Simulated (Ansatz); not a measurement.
**Thallium, dhcp under revPBE: from relaxation to bulk modulus**

The plan for thallium in the dhcp structure: relax it, solve it on a dense k-mesh, then scale the cell to 7 volumes from 88 to 112 % of the relaxed one and try a fit of the equation of state. Spin polarisation is left out. The k-meshes are 11×11×3 for the relaxation; 13×13×4 for the dense run; 11×11×3 for the volumes.

Program: Ansatz 0.2.0. Level of theory: DFT revPBE, plane waves (420 eV) with PAW, scalar-relativistic; PAW files made under PBE, frozen cores solved again for the functional. These are calculated values, not measurements.

### Step 1. Starting point

Symmetry: P6_3/mmc, No. 194, hexagonal system. The conventional cell has a = 3.410 Å, b = 3.410 Å, c = 11.137 Å, α = 90.00°, β = 90.00°, γ = 120.00°. Tl (site symmetry -3m) has 12 Tl at 3.41 Å as nearest neighbours. Tl (site symmetry -6m2) is surrounded by 12 Tl at 3.41 Å.

As a file:

```xyz
4
Lattice="3.4100 0.0000 0.0000 -1.7050 2.9531 0.0000 0.0000 0.0000 11.1369" Properties=species:S:1:pos:R:3 pbc="T T T"
Tl    0.0000    0.0000    0.0000
Tl    0.0000    0.0000    5.5685
Tl    0.0000    1.9687    2.7842
Tl    1.7050    0.9844    8.3527
```

### Step 2. Relaxing cell and atoms

input.yaml reads:

```yaml
crystal:
  lattice:
    - [3.4099606388, 0.0, 0.0]
    - [-1.7049803194, 2.9531125391, 0.0]
    - [0.0, 0.0, 11.1369314463]
  atoms:
    - { symbol: Tl, position: [0.0, 0.0, 0.0] }
    - { symbol: Tl, position: [0.0, 0.0, 0.5] }
    - { symbol: Tl, position: [0.3333333333, 0.6666666667, 0.25] }
    - { symbol: Tl, position: [0.6666666667, 0.3333333333, 0.75] }
hamiltonian:
  xc: revpbe
  pseudopotentials:
    kind: paw
    azcp:
      Tl: "pseudopotentials/Tl.paw.azcp"
basis:
  ecutwfc: 420
  fft_grid_basis: typed
kpoints:
  mp_grid: { grid: [11, 11, 3], shift: [0, 0, 0] }
magnetization:
  spin_polarized: false
scf:
  occupations: { method: fermi_dirac, width: 0.1 }
relax:
  max_steps: 60
  f_tol: 0.01
  cell: {}
output:
  write_density: true
  write_potential: true
  elf: true
  volumetric_format: npy
```

Further steps of the session: Single point on a dense mesh; Equation of state: 88 %; Equation of state: 92 %; Equation of state: 96 %; Equation of state: 100 %; Equation of state: 104 %; Equation of state: 108 %; Equation of state: 112 %.

**Question.** What will these runs give? Wanted: space group; conventional cell; volume; shortest distance; gap on the mesh; relative to hcp; V₀, B₀, B₀′.

**Answer**, as computed:

| quantity | value |
| --- | --- |
| space group (spins left aside) | P6_3/mmc (No. 194) |
| conventional cell | a = 3.615 Å, c = 11.603 Å (c/a = 3.209) |
| volume | 32.837 Å³/atom |
| shortest distance | 3.574 Å |
| gap on the mesh | none (levels filled in part) |
| relative to hcp | +19 meV/atom |
| V₀, B₀, B₀′ | 32.724 Å³/atom, 22 GPa, 5.5 |

In words: From the guessed start the volume grew by 17.1 % in 8 steps. Against the reference form of thallium (hcp, computed apart with the same settings) it stands 19 meV/atom higher. No gap shows: it is a metal or semimetal at this level. B₀ comes out at 22 GPa; letting shape and positions relax at each volume could only lower it. Relaxation kept the symmetry; phonons were not checked.
